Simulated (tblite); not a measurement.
# AlAs3H6: the cost of one run

Computed with tblite 0.8.0 and PySCF 2.14.0; each step states its level. No surroundings beyond the atoms listed, unless a continuum is named. Atoms count from 0, parts from 1.

## (1) Starting point

10 atoms, charge -1, multiplicity 2; geometry: distance geometry start.

## (2) Geometry optimisation with GFN2-xTB

Job settings and geometry (Å):

```
{"job": {"kind": "relax", "xc": "GFN2-xTB", "basis": "xTB"}, "charge": -1, "multiplicity": 2}
Al    -0.455092     0.602304    -0.409313
As    -2.151547     2.266665    -0.533380
As     1.305215     0.732471    -2.053544
As    -1.185885    -1.620366     0.113363
H     -3.398291     1.901758    -1.260781
H     -2.340316     3.110245     0.683251
H      2.678059     1.033691    -1.507367
H      1.239000    -0.237985    -3.186928
H     -2.645079    -1.894512    -0.001152
H     -0.524948    -2.277718     1.324994
```

Method: GFN2-xTB geometry optimisation, gas phase.

On the command line:

```sh
> OMP_NUM_THREADS=1 python cluster_run.py task.json out
```

The driver reads the jobs from task.json and runs them one after another.

Q: Estimate the wall time of this first job on 1 thread of Arm Neoverse V2, shared host.

About 2 s.
